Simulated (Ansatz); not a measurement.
## GaH₄ (charge -1), SMILES [GaH4-]: a rigid scan of one bond length, step by step

Program: the Python package of Ansatz (0.2.0).

`gah4.xyz`
```text
5

Ga    0.00000   -0.00000    0.00000
H     0.62170    1.16040   -0.92770
H    -1.07310    0.64150    1.01520
H     1.17920   -0.70510    0.84040
H    -0.72780   -1.09690   -0.92790
```

Run as a notebook:

```python
import ansatz as az
import numpy as np
```

```python
system = az.Crystal.molecule_from_extxyz("gah4.xyz")
```

```python
symbols = [site.symbol for site in system.cartesian_sites]
start = np.array([site.position_ang for site in system.cartesian_sites])
axis = (start[4] - start[0]) / np.linalg.norm(start[4] - start[0])
moving = [4]
lengths, energies = [1.417, 1.482, 1.546, 1.611, 1.675, 1.739, 1.804, 1.9], []
for length in lengths:
    xyz = start.copy()
    xyz[moving] += (length - np.linalg.norm(start[4] - start[0])) * axis
    point = az.Crystal.molecule()
    for symbol, place in zip(symbols, xyz):
        point = point.atom(symbol, place.tolist())
    base = (
        point.calculation()
        .basis(gaussian="def2-SVP")  # the orbital basis, by name
        .correlation("ccsd_t")  # correlation on top of the mean field
        .charge(-1)  # electrons removed from the neutral system
    )
    report = base.run().report
    energies.append(report["free_energy_ev"])
    print(f"r = {length:6.3f} A  E = {energies[-1]:.5f} eV  <S^2> = {abs(report['mean_field']['state']['spin_squared']):.3f}")
```

    r =  1.417 A  E = -52397.44606 eV  <S^2> = 0.000
    r =  1.482 A  E = -52397.63249 eV  <S^2> = 0.000
    r =  1.546 A  E = -52397.73231 eV  <S^2> = 0.000
    r =  1.611 A  E = -52397.76868 eV  <S^2> = 0.000
    r =  1.675 A  E = -52397.75583 eV  <S^2> = 0.000
    r =  1.739 A  E = -52397.70663 eV  <S^2> = 0.000
    r =  1.804 A  E = -52397.62896 eV  <S^2> = 0.000
    r =  1.900 A  E = -52397.47882 eV  <S^2> = 0.000

```python
# quartic fit about the minimum
fit = np.polynomial.Polynomial.fit(lengths, np.array(energies) - min(energies), 4).convert()
roots = [r.real for r in fit.deriv().roots() if abs(r.imag) < 1e-9 and fit.deriv(2)(r.real) > 0]
r_e = min(roots, key=lambda r: abs(r - lengths[int(np.argmin(energies))]))
print(f"minimum of the fit at {r_e:.4f} A, force constant {fit.deriv(2)(r_e):.2f} eV/A^2")
```

    minimum of the fit at 1.6230 A, force constant 11.17 eV/A^2

Reading the output:
- Total energies depend on the basis set; only differences at equal settings carry meaning.
- The rest of the molecule is held rigid at a force-field or estimated start geometry, and the basis set is modest; single-reference methods fail as a bond breaks.
- The orbitals are restricted, so S² is zero by construction.
- S² is that of the Hartree-Fock reference.
- Anions want diffuse functions, which this basis lacks.
- Finished in 5.3 s on 1 thread of Arm Neoverse V2 (shared host), peak memory 0.18 GiB.
